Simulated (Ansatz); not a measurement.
# ClF2HO2W: the cost of one run

Method: BLYP/def2-SVP with D4 dispersion; program: Ansatz 0.2.0, Gaussian basis.

## 1. Structure used throughout

The structure was relaxed beforehand with PBE0-D4 in a triple-zeta def2 set. W takes the def2 core potential; no spin-orbit term is included.

7 atoms, charge 0, spin multiplicity 1.

Atoms are counted from 1 here; the program's logs count them from 0.

Bond lengths: O1–W2 1.675 Å, W2–O3 1.865 Å, W2–F4 1.853 Å, W2–F5 1.862 Å, W2–Cl6 2.304 Å, O3–H7 0.959 Å. Angles: O1–W2–O3 106.1°, O1–W2–F4 106.7°, O1–W2–F5 105.4°, O1–W2–Cl6 102.3°, O3–W2–F4 86.6°, O3–W2–F5 148.5°, O3–W2–Cl6 87.6°, F4–W2–F5 85.3°, F4–W2–Cl6 150.9°, F5–W2–Cl6 85.0°, W2–O3–H7 131.6°.

## 2. Dynamics

Input file in.yaml:

```yaml
crystal:
  periodic: [false, false, false]
  atoms:
    - {symbol: O, position_ang: [-1.765597, -0.297297, 0.322262]}
    - {symbol: W, position_ang: [-0.249506, 0.041835, -0.303265]}
    - {symbol: O, position_ang: [0.965909, -0.919034, 0.734009]}
    - {symbol: F, position_ang: [0.069017, -1.207581, -1.634124]}
    - {symbol: F, position_ang: [-0.548927, 1.229905, -1.704821]}
    - {symbol: Cl, position_ang: [0.363609, 1.916505, 0.887622]}
    - {symbol: H, position_ang: [1.226795, -0.832432, 1.652616]}
basis:
  gaussian: {orbitals: def2-SVP}
magnetization: {spin_polarized: true, initial_magnetization: 0}
hamiltonian: {xc: {name: BLYP}, dispersion: d4}
md: {timestep: 2 fs, n_steps: 30, ensemble: nve, temperature: 1500, initial_velocities: maxwell_boltzmann, seed: 195}
```

On the command line:

```console
$ ansatz run in.yaml --threads 4 --pin off --events-out ev --progress --plain --max-ram 10444MiB
```

What time and memory should one allow on 4 threads of Arm Neoverse V2, shared host?

About 88 s, with a peak of 0.28 GiB.
